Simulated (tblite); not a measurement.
# C5H16N2Si2: the cost of one run

Computed with tblite 0.8.0 and PySCF 2.14.0, with density-fitted response routines of our own, on a single molecule, in the gas phase or a continuum. Atoms count from 0, in the outputs and in this text.

## (1) Starting geometry

25 atoms, charge 0, multiplicity 1; geometry from: force field or distance geometry start.

Bonds of the start (Å): N0–Si1 1.79, Si1–C2 1.87, C2–Si3 1.88, Si3–N4 1.69, N4–C5 1.41, C5–C6 1.52, C6–C7 1.52, C7–C8 1.53, C8–N4 1.41, N0–H9 1.02, N0–H10 1.04, Si1–H11 1.47, Si1–H12 1.45, C2–H13 1.11, C2–H14 1.09, Si3–H15 1.49, Si3–H16 1.48, C5–H17 1.10, C5–H18 1.11, C6–H19 1.12, C6–H20 1.10, C7–H21 1.11, C7–H22 1.09, C8–H23 1.12, C8–H24 1.10.

## (2) Relaxing the molecule with GFN2-xTB

The job: settings as JSON, then the geometry in Å.

```
{"job": {"kind": "relax", "xc": "GFN2-xTB", "basis": "xTB"}, "charge": 0, "multiplicity": 1}
N      4.311600     0.200500     0.980700
Si     3.423900    -0.353500    -0.468200
C      1.723800    -0.965700     0.018300
Si     0.612800     0.549800    -0.085400
N     -1.057300     0.294300    -0.050400
C     -1.647500    -0.859300     0.508600
C     -3.023500    -0.289800     0.828300
C     -3.256500     0.725800    -0.278700
C     -1.922500     0.864000    -1.009100
H      5.324100     0.080000     0.933300
H      3.878300    -0.098800     1.877600
H      3.204400     0.832600    -1.308400
H      4.155500    -1.327600    -1.250500
H      1.809500    -1.324700     1.060600
H      1.447600    -1.741600    -0.698800
H      1.020100     1.379000     1.089600
H      1.046700     1.314300    -1.270700
H     -1.143500    -1.293300     1.385000
H     -1.825800    -1.596800    -0.301400
H     -2.966000     0.301800     1.778500
H     -3.811200    -1.052600     0.840900
H     -3.485100     1.733000     0.131800
H     -4.076800     0.444200    -0.939800
H     -2.060400     0.291900    -1.956200
H     -1.693200     1.916800    -1.249400
```

Launch:

```console
> OMP_NUM_THREADS=1 python probes_run.py task.json out
```

The driver reads the jobs from task.json and runs them one after another.

**Question.** How long does this first job take on 1 thread of Arm Neoverse V2, shared host, and how much memory does it need?

About 1.6 s, with a peak of 0.18 GiB.
